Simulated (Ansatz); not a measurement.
## C2H3NTe, SMILES C1=NC[Te]1: harmonic frequencies at the relaxed geometry

Run with the Ansatz DFT code, driven from Python.

`c2h3nte.xyz`
```text
7

C    -0.77330    0.66510   -0.55760
N     0.33890    0.94310    0.00960
C     0.58740   -0.40250    0.40690
Te   -0.79480   -1.43180   -0.36880
H    -1.53290    1.35460   -1.07990
H     0.61120   -0.46250    1.52800
H     1.62470   -0.73410    0.01610
```

Script `c2h3nte.py`:
```python
"""Harmonic frequencies of C2H3NTe at its relaxed geometry."""

import itertools

import ansatz as az
from ase.data import atomic_numbers, covalent_radii
import numpy as np

mol = az.Crystal.molecule_from_extxyz("c2h3nte.xyz")

calc = (
    mol.calculation()
    .basis(gaussian="def2-SVP")
    .functional("b3lyp", dispersion="d3bj")
)
symbols = [site.symbol for site in mol.cartesian_sites]
start = np.array([site.position_ang for site in mol.cartesian_sites], dtype=float)
r = calc.relax(force_tolerance=0.003).run(threads=1, pin="off").report
end = np.array(r["positions_ang"])

# pairs closer than 1.2 times the sum of covalent radii, before or after
radius = [covalent_radii[atomic_numbers[s]] for s in symbols]
span = lambda where, i, j: np.linalg.norm(where[i] - where[j])
bonded = [(i, j) for i, j in itertools.combinations(range(len(symbols)), 2) if min(span(start, i, j), span(end, i, j)) < 1.2 * (radius[i] + radius[j])]
print("pair        before    after (A)")
for i, j in bonded:
    print(f"{symbols[i]}{i}-{symbols[j]}{j}".ljust(10), f"{span(start, i, j):8.4f} {span(end, i, j):8.4f}")

# frequencies need a stationary point, so they are taken at the relaxed geometry
minimum = az.Crystal.molecule()
for symbol, place in zip(symbols, end):
    minimum = minimum.atom(symbol, place.tolist())
vibrating = (
    minimum.calculation()
    .basis(gaussian="def2-SVP")
    .functional("b3lyp", dispersion="d3bj")
    .phonons(temperatures=(298.15, 498.15, 100))
)
vib = vibrating.run(threads=1, pin="off").report["vibrations"]
sums = vib["harmonic_sums"]
modes = [m["omega_inv_cm"] for m in sums["modes_at_gamma"] if m["rigid_motion"] == "no"]
print("frequencies (1/cm):", " ".join(f"{w:.0f}" for w in modes))
print("imaginary modes:", sum(w < 0 for w in modes), " zero-point energy:", round(sums["zero_point_energy_ev"], 4), "eV")
print("T (K)   F_vib (eV)   S_vib (meV/K)   C_vib (meV/K)")
for row in zip(sums["temperatures_k"], sums["vibrational_free_energy_ev"], vib["entropy_ev_per_k"], vib["heat_capacity_ev_per_k"]):
    print(f"{row[0]:6.1f} {row[1]:11.4f} {1000 * row[2]:13.4f} {1000 * row[3]:15.4f}")
```

```console
$ python c2h3nte.py
pair        before    after (A)
C0-N1        1.2791   1.2723
C0-Te3       2.1055   2.1543
C0-H4        1.1512   1.0985
N1-C2        1.4249   1.4426
C2-Te3       1.8899   2.2622
C2-H5        1.1230   1.0990
C2-H6        1.1570   1.0990
frequencies (1/cm): 349 374 479 724 742 862 1005 1092 1116 1230 1417 1653 3087 3148 3170
imaginary modes: 0  zero-point energy: 1.2676 eV
T (K)   F_vib (eV)   S_vib (meV/K)   C_vib (meV/K)
 298.1      1.2525        0.1701          0.3359
 398.1      1.2297        0.2882          0.4839
 498.1      1.1947        0.4102          0.6046
```

The frequencies are harmonic and unscaled, in a modest basis. The result belongs to the one conformer reached from this start, and soft torsions count as harmonic oscillators. def2 sets replace the cores of elements past krypton by effective core potentials. b3lyp holds the VWN-RPA fit, as in Gaussian; the form of ORCA and Turbomole is b3lyp5. The whole script took 97 s on 1 thread of Intel(R) Xeon(R) 6975P-C (Granite Rapids), with other jobs on the host, peak memory 0.26 GiB.

(Lines on the test bed's own set-up are left out of the output.)
